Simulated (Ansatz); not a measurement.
**EuGe2: how the settings move a single-point run**

Question: which choices in the input matter for EuGe2?

Program: Ansatz 0.2.0. Level of theory: reference: DFT, LDA, PAW with Ansatz's default frozen-core files, scalar-relativistic. These are calculated values, not measurements.

## Step 1: The system as given

It takes space group P-3m1 (No. 164, trigonal). Conventional cell: a = 4.358 Å, b = 4.358 Å, c = 4.291 Å, α = 90.00°, β = 90.00°, γ = 120.00°. Around Eu (site symmetry -3m) lie 12 Ge at 3.26 to 3.35 Å. Ge (site symmetry 3m) is surrounded by 3 Ge at 2.52 Å.

Coordinates:

```xyz
3
Lattice="4.3583 0.0000 0.0000 -2.1791 3.7744 0.0000 0.0000 0.0000 4.2906" Properties=species:S:1:pos:R:3 pbc="T T T"
Eu    0.0000    0.0000    0.0000
Ge    2.1791    1.2581    2.2128
Ge    0.0000    2.5162    2.0778
```

## Step 2: Baseline

Input file input.yaml:

```yaml
crystal:
  lattice:
    - [4.3582518841, 0.0, 0.0]
    - [-2.179125942, 3.7743568477, 0.0]
    - [0.0, 0.0, 4.29062733]
  atoms:
    - { symbol: Eu, position: [0.0, 0.0, 0.0], spin: 6.7 }
    - { symbol: Ge, position: [0.6666666667, 0.3333333333, 0.51573293] }
    - { symbol: Ge, position: [0.3333333333, 0.6666666667, 0.48426707] }
magnetization:
  spin_polarized: true
  magnetic_field: 500
kpoints:
  mp_grid: { grid: [8, 8, 7] }
scf:
  occupations: { method: fermi_dirac, width: 0.03 }
  convergence: { dr2_threshold: 1.0e-10 }
hamiltonian:
  xc: lda
  pseudopotentials: { kind: paw }
output:
  forces: true
  stress: true
  eigenvalues: true
```

Started as:

```sh
> ansatz run input.yaml --threads 2 --pin off --max-ram 6144MiB --backend cpu --events-out ev --progress --plain --runs-dir out
```

From the output:

```text
[...]
Basis set: ecut = 420 eV, 1377 PW (Γ)
[...]
Magnetic group: BNS 164.85 (UNI 1315), of the structure as read, at distance tolerance 4.1e-5 Å
k-points: 55 of 448
[...]
Magnetic field: 500 T along the axis of the moments, on the spin alone (28.9419 meV per μB along it)
[...]
SCF iter   1: F=—  HF=-16997.174765 eV  |F-HF|=—  |Δ(HF+E_count)|=         —  Δρ=2.47e-1 (↑2.47e-1 ↓1.87e-1)  dr2=2.49e0  dr2_m=3.05e1  M=7.316 μB ∫|m|=7.346 μB  β_m=1.00  ethr=3.10e-3  ⟨swp⟩=6.3  Hψ=12952  notcnv=0
preconditioner: auto → Kerker (q_TF=auto, 2.531 Å⁻¹)  [metal: Δε(μ)=0.022 eV  Ē_g=17.718 eV  σ=0.030 eV  W_gap=0.18  n_scr=20 (ndim 8)  ℏωp=29.0 eV  f_vac=0.000  D(μ)=1.61/eV (n_scr^D=8)]
[...]
SCF iter   2: F=—  HF=-16989.160472 eV  |F-HF|=—  |Δ(HF+E_count)|=    8.01e0  Δρ=1.94e-2 (↑1.89e-2 ↓1.94e-2)  dr2=1.09e-1  dr2_m=2.01e-1  M=6.976 μB ∫|m|=7.025 μB  β_m=1.00  ethr=3.10e-3  ⟨swp⟩=3.0  Hψ=9454  notcnv=0  defer=197
[...]
SCF iter  18: F=—  HF=-16999.005663 eV  |F-HF|=—  |Δ(HF+E_count)|=   4.92e-9  Δρ=6.50e-7 (↑6.50e-7 ↓3.18e-7)  dr2=7.49e-10  dr2_m=7.64e-11  M=6.902 μB ∫|m|=6.945 μB  β_m=0.91  ethr=6.60e-11  ⟨swp⟩=1.4  Hψ=3824  notcnv=0  defer=146
SCF iter  19: F=-16999.005663 eV  HF=-16999.005663 eV  |F-HF|=6.18e-11  |Δ(HF+E_count)|=  1.86e-10  Δρ=1.94e-7 (↑1.94e-7 ↓8.89e-8)  dr2=5.53e-11  dr2_m=6.31e-12  M=6.902 μB ∫|m|=6.945 μB  ethr=1.00e-12  ⟨swp⟩=9.4  Hψ=16241  notcnv=0
[...]
SCF converged after 19 iterations
Magnetization: 6.9016 μB (25.9508 up, 19.0492 down)
[...]
Free energy (F): -16999.005663 eV
[...]
E sigma→0 (E₀):  -16999.002603 eV
[...]
Fermi energy:    10.972889 eV
[...]
  P = ⅓ Tr σ = -4.4955 GPa (-44.955 kbar)
[...]
```

Run time: 16 s. Hardware: 2 threads of Arm Neoverse V1, shared host; peak memory 0.5 GiB.

## Step 3: Changed: dispersion d4

Edit input.yaml of step 2 so:

```diff
@@ -20,2 +20,3 @@
   pseudopotentials: { kind: paw }
+  dispersion: d4
 output:
@@ -24 +25,5 @@
   eigenvalues: true
+  write_density: true
+  write_potential: true
+  elf: true
+  volumetric_format: npy
```

Started as:

```sh
> ansatz run input.yaml --threads 2 --pin off --max-ram 6144MiB --backend cpu --events-out ev --progress --plain --runs-dir out
```

Log (excerpt; [...] marks lines left out):

```text
Warning: the engine holds no damping parameters fitted to this dispersion correction and functional, so the run takes those fitted to pbe (hamiltonian.dispersion, under Limitations)
[...]
Pseudopotentials: kind: paw
Pseudopotential: Eu, paw, valence charge 17, recommended cutoff 420 eV (normal)
Pseudopotential: Ge, paw, valence charge 14, recommended cutoff 420 eV (normal)
Functional definition: SPW92
[...]
Crystal: 3 atoms, lattice volume = 70.579 Å³
Basis set: ecut = 420 eV, 1377 PW (Γ)
Bands: 32, of which v1, the nominal top of the filled ones, is band 23 counted from 1 (22 counted from 0)
Symmetry: 12 space group operations
Space group: P-3m1 (ITA 164), of the structure as read, at distance tolerance 4.1e-5 Å
Magnetic group: BNS 164.85 (UNI 1315), of the structure as read, at distance tolerance 4.1e-5 Å
k-points: 55 of 448
[...]
Starting moments: Σ|m| = 6.7 μB on 1 of 3 sites
Magnetic field: 500 T along the axis of the moments, on the spin alone (28.9419 meV per μB along it)
[...]
SCF iter   1: F=—  HF=-16998.117580 eV  |F-HF|=—  |Δ(HF+E_count)|=         —  Δρ=2.47e-1 (↑2.47e-1 ↓1.87e-1)  dr2=2.49e0  dr2_m=3.05e1  M=7.316 μB ∫|m|=7.346 μB  β_m=1.00  ethr=3.10e-3  ⟨swp⟩=6.3  Hψ=12952  notcnv=0
[...]
spin=Collinear: Kerker preconditioning applied to the charge; magnetization (m = ρ↑ − ρ↓) channel mixes plain (no charge-response kernel on spin).
[...]
spin-set hold released at iteration 9 (site moments contracting): the magnetisation degrees of freedom join the quasi-Newton model from the next iteration; the mixer history was flushed
[...]
SCF iter  19: F=-16999.948478 eV  HF=-16999.948478 eV  |F-HF|=6.18e-11  |Δ(HF+E_count)|=  1.82e-10  Δρ=1.94e-7 (↑1.94e-7 ↓8.89e-8)  dr2=5.53e-11  dr2_m=6.31e-12  M=6.902 μB ∫|m|=6.945 μB  ethr=1.00e-12  ⟨swp⟩=11.3  Hψ=20884  notcnv=0
[...]
SCF converged after 19 iterations
Magnetization: 6.9016 μB (25.9508 up, 19.0492 down)
Absolute magnetization: 6.9442 μB (∫|ρ↑−ρ↓|, with the PAW one-centre terms)
Spin contamination: 0.0585 ħ² per cell (⟨S²⟩ above its minimum at these occupations)
Per-site moments (μB) at R_I (Å): [(6.722333277437968, 1.3460871502829124), (-0.006356774736151984, 1.0394411022593135), (-0.006356774736151936, 1.0394411022593135)]
Free energy (F): -16999.948478 eV
[...]
E sigma→0 (E₀):  -16999.945417 eV
Entropy (-TS):   -0.006121 eV (-2.040 meV/atom)
Fermi energy:    10.972889 eV
[...]
--- Forces (eV/Å), atoms counted from 1 ---
  atom   1  Eu     0.00000000     0.00000000    -0.00000000
  atom   2  Ge     0.00000000     0.00000000     0.00216388
  atom   3  Ge     0.00000000    -0.00000000    -0.00216388
[...]
--- Stress (GPa, compression-positive) ---
       -6.213743      -0.000000       0.000000
       -0.000000      -6.213743      -0.000000
        0.000000      -0.000000      -7.457541
  P = ⅓ Tr σ = -6.6283 GPa (-66.283 kbar)
--- Band table (eV; the first three rows and the last of 110) ---
[...]
```

It took 18 s on 2 threads of Arm Neoverse V1, shared host; peak memory 0.5 GiB.

The energy moves by -314.3 meV/atom, nearly all of it the dispersion term itself (-314.3 meV/atom); that offset belongs to the model and is no gain or loss of stability; the pressure goes from -4.5 to -6.6 GPa. The damping parameters are borrowed, as the log notes.

## Step 4: Comparison

| run | ending | energy change | pressure (GPa) | abs. moment (μB) | force (eV/Å) | cycles | time |
| --- | --- | --- | --- | --- | --- | --- | --- |
| reference | converged | 0 | -4.5 | 6.94 | 0.00 | 19 | 16 s |
| 1: dispersion d4 | converged | -314.3 meV/atom (offset of the dispersion model) | -6.6 | 6.94 | 0.00 | 19 | 18 s |

Times don't compare one to one where runs were asked for different outputs or read a saved state (see the inputs); cycles may leave out searches for a lower state.

Residual by cycle in the longest SCF loop of each run; runs are numbered as in the table. The quantity is the density residual dr2, in eV.

| cycle | reference | run 1 |
| --- | --- | --- |
| 1 | 2.49 | 2.49 |
| 3 | 0.321 | 0.321 |
| 4 | 14.2 | 14.2 |
| 6 | 0.374 | 0.374 |
| 8 | 0.00195 | 0.00195 |
| 9 | 0.0101 | 0.0101 |
| 11 | 0.112 | 0.112 |
| 12 | 5.2e-6 | 5.2e-6 |
| 14 | 4.1e-5 | 4.1e-5 |
| 16 | 5.6e-8 | 5.6e-8 |
| 17 | 3.0e-8 | 3.0e-8 |
| 19 | 5.5e-11 | 5.5e-11 |

What this shows: The energy moves by -314.3 meV/atom, nearly all of it the dispersion term itself (-314.3 meV/atom); that offset belongs to the model and is no gain or loss of stability; the pressure goes from -4.5 to -6.6 GPa. The damping parameters are borrowed, as the log notes.
